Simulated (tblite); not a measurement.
# C7H11ClSi2: the cost of one run

Programs: tblite 0.8.0 and PySCF 2.14.0, with density-fitted response routines of our own. Each step states its level of theory. These are calculated values for one molecule in the gas phase, unless marked as measured. Atoms count from 0, in the outputs and in this text.

### Step 1. The starting structure

21 atoms, charge 0, multiplicity 1; geometry from: force field or distance geometry start.

Bonds of the start (Å): C0–C1 1.19, C1–Si2 1.89, Si2–C3 1.84, C3–C4 1.35, C4–Si5 1.85, Si5–Cl6 2.05, Si5–C7 1.87, C7–C8 1.51, C8–C9 1.34, C0–H10 1.07, Si2–H11 1.47, Si2–H12 1.48, C3–H13 1.09, C4–H14 1.08, Si5–H15 1.47, C7–H16 1.10, C7–H17 1.09, C8–H18 1.09, C9–H19 1.08, C9–H20 1.09.

### Step 2. Relaxing the molecule with GFN2-xTB

What the job is given:

```
{"job": {"kind": "relax", "xc": "GFN2-xTB", "basis": "xTB"}, "charge": 0, "multiplicity": 1}
C      1.638000     2.024700    -1.462500
C      2.175200     1.099400    -0.952300
Si     3.046500    -0.366800    -0.128200
C      2.268000    -0.739800     1.494700
C      0.999500    -1.060800     1.833900
Si    -0.501600    -1.228500     0.759800
Cl    -1.487300    -2.793800     1.631800
C     -1.567200     0.308500     0.788200
C     -2.832100     0.223500    -0.032400
C     -3.105500     1.018200    -1.076100
H      1.142100     2.855000    -1.926500
H      4.468500    -0.059300     0.084900
H      2.934100    -1.557900    -0.992400
H      3.009800    -0.703000     2.298000
H      0.771800    -1.239600     2.875200
H     -0.123500    -1.643000    -0.600800
H     -1.856000     0.523400     1.824300
H     -0.966600     1.148500     0.452300
H     -3.586600    -0.502300     0.275400
H     -4.032000     0.927900    -1.618100
H     -2.403900     1.782600    -1.415500
```

Launch:

```console
$ OMP_NUM_THREADS=1 python probes_run.py task.json out
```

This one command runs all jobs of the session in turn.

Q: Estimate the wall time and peak memory of this first job on 1 thread of Arm Neoverse N1, shared host.

About 3 s, with a peak of 0.18 GiB.
